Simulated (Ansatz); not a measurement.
Write a Python script for the Python package of Ansatz (0.2.0) that makes a geometry optimisation of GeH₅NS, SMILES [NH2][GeH2][SH]. Level of theory: B3LYP, def2-SVP basis, multiplicity 1, D3BJ dispersion.

```xyz
8

N    -1.0961    0.4259   -0.5607
Ge    0.5218    0.2283    0.2192
S     0.9297   -1.9387    0.3660
H    -1.2058    1.5114   -0.6846
H    -1.0772    0.0654   -1.5534
H     0.5199    0.8783    1.6343
H     1.6391    0.9171   -0.6444
H    -0.1392   -2.1448    1.1677
```

`opt.py`
```python
"""Geometry optimisation of GeH5NS."""

import warnings

import ansatz as az
import numpy as np
import pandas as pd


def main() -> None:
    warnings.simplefilter("ignore", az.DeckWarning)

    geometry = (
        az.Crystal.molecule()
        .atom("N", [-1.0961, 0.4259, -0.5607])
        .atom("Ge", [0.5218, 0.2283, 0.2192])
        .atom("S", [0.9297, -1.9387, 0.366])
        .atom("H", [-1.2058, 1.5114, -0.6846])
        .atom("H", [-1.0772, 0.0654, -1.5534])
        .atom("H", [0.5199, 0.8783, 1.6343])
        .atom("H", [1.6391, 0.9171, -0.6444])
        .atom("H", [-0.1392, -2.1448, 1.1677])
    )

    job = (
        geometry.calculation()
        .basis(gaussian="def2-SVP")
        .functional("b3lyp", dispersion="d3bj")
    )
    symbols = [site.symbol for site in geometry.cartesian_sites]
    start = np.array([site.position_ang for site in geometry.cartesian_sites], dtype=float)
    r = job.relax(force_tolerance=0.01).run().report
    end = np.array(r["positions_ang"])

    for key in ("converged", "free_energy_ev", "reference_energy_ev", "n_frozen", "n_occupied", "n_virtual"):
        print(f"{key:22s} {r[key]}")

    print("final positions (A) and the move of each atom")
    for symbol, xyz, old in zip(symbols, end, start):
        print(f"{symbol:2s} {xyz[0]:10.5f} {xyz[1]:10.5f} {xyz[2]:10.5f}   {np.linalg.norm(xyz - old):7.4f}")

    charges = r["charge_distribution"]
    table = pd.DataFrame({"atom": symbols, "mulliken": charges["mulliken_charges_e"], "lowdin": charges["lowdin_charges_e"]})
    print(table.round(3).to_string())
    print("dipole (e A):", np.round(charges["dipole_moment_e_ang"], 4) + 0.0)
    with open("geh5ns_opt.xyz", "w") as handle:
        handle.write(f"{len(symbols)}\nrelaxed GeH5NS\n")
        handle.writelines(f"{s:2s} {x:11.6f} {y:11.6f} {z:11.6f}\n" for s, (x, y, z) in zip(symbols, end))


if __name__ == "__main__":
    main()
```

```console
$ python opt.py
converged              True
free_energy_ev         -68916.30515240307
reference_energy_ev    -68916.0140600598
n_frozen               0
n_occupied             [30, 30]
n_virtual              [59, 59]
final positions (A) and the move of each atom
N    -1.05040    0.46314   -0.58990    0.0658
Ge    0.59811    0.27230    0.20732    0.0889
S     0.97925   -1.92465    0.43369    0.0851
H    -1.43188    1.40771   -0.56484    0.2761
H    -1.11087    0.10322   -1.54073    0.0522
H     0.49497    1.00646    1.55933    0.1506
H     1.82492    0.77228   -0.59391    0.2409
H    -0.21189   -2.15754    1.03314    0.1535
  atom  mulliken  lowdin
0    N    -0.352   0.046
1   Ge     0.453  -0.053
2    S    -0.222   0.148
3    H     0.116   0.008
4    H     0.117   0.006
5    H    -0.088  -0.065
6    H    -0.096  -0.072
7    H     0.073  -0.018
dipole (e A): [-0.2165  0.3431 -0.1492]
```

File `geh5ns_opt.xyz` afterwards:
```text
8
relaxed GeH5NS
N    -1.050400    0.463137   -0.589899
Ge    0.598107    0.272299    0.207324
S     0.979245   -1.924651    0.433689
H    -1.431875    1.407705   -0.564844
H    -1.110874    0.103215   -1.540727
H     0.494966    1.006455    1.559328
H     1.824923    0.772281   -0.593910
H    -0.211892   -2.157542    1.033139
```

Total energies depend on the basis set; only differences at equal settings carry meaning. The end point is the stationary point reached from this start; no frequency run checks that it is a minimum, and the basis set is modest. The Löwdin charges here are taken after orthogonalising the functions within each atom; they differ from plain Löwdin charges, and their signs can be unphysical. Total less reference energy is the dispersion correction. b3lyp holds the VWN-RPA fit, as in Gaussian; the form of ORCA and Turbomole is b3lyp5. Run time: 30 s on 1 thread of Intel(R) Xeon(R) 6975P-C (Granite Rapids), with other jobs on the host, peak memory 0.31 GiB.

(Lines on the test bed's own set-up are left out of the output.)
